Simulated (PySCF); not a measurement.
# BF2H2N (Aminodifluoroborane): the cost of one run

The runs use PySCF 2.14.0, with density-fitted response routines of our own; the level of theory stands in each step. All values are computed, except where a source is named. Atoms count from 0, in the outputs and in this text.

**1. Starting geometry**

6 atoms, charge 0, multiplicity 1; geometry from: GFN2-xTB. The atoms were then displaced at random by about 0.01 Å, so the start is not that level's minimum.

Bonds of the start (Å): N0–B1 1.36, B1–F2 1.32, B1–F3 1.34, N0–H4 1.03, N0–H5 0.99.

**2. Optimising the geometry at PBE0-D3(BJ)/def2-SVP**

The job: settings as JSON, then the geometry in Å.

```
{"job": {"xc": "PBE0", "basis": "def2-SVP", "d3": "d3bj", "grid": 1, "shake": 0.01, "kind": "geom"}, "charge": 0, "multiplicity": 1}
N     -0.718700    -0.101560    -0.000550
B      0.629320     0.061550    -0.004340
F      1.197190     1.250870    -0.107060
F      1.481340    -0.974240     0.092520
H     -1.368960     0.697200    -0.090030
H     -1.196030    -0.963830     0.064800
```

Command:

```
OMP_NUM_THREADS=1 python probes_run.py task.json out
```

One launch serves the whole session: the jobs run in the order shown.

**Question.** How long does this first job take on 1 thread of Arm Neoverse V1, shared host, and how much memory does it need?

About 18 s, with a peak of 0.3 GiB.
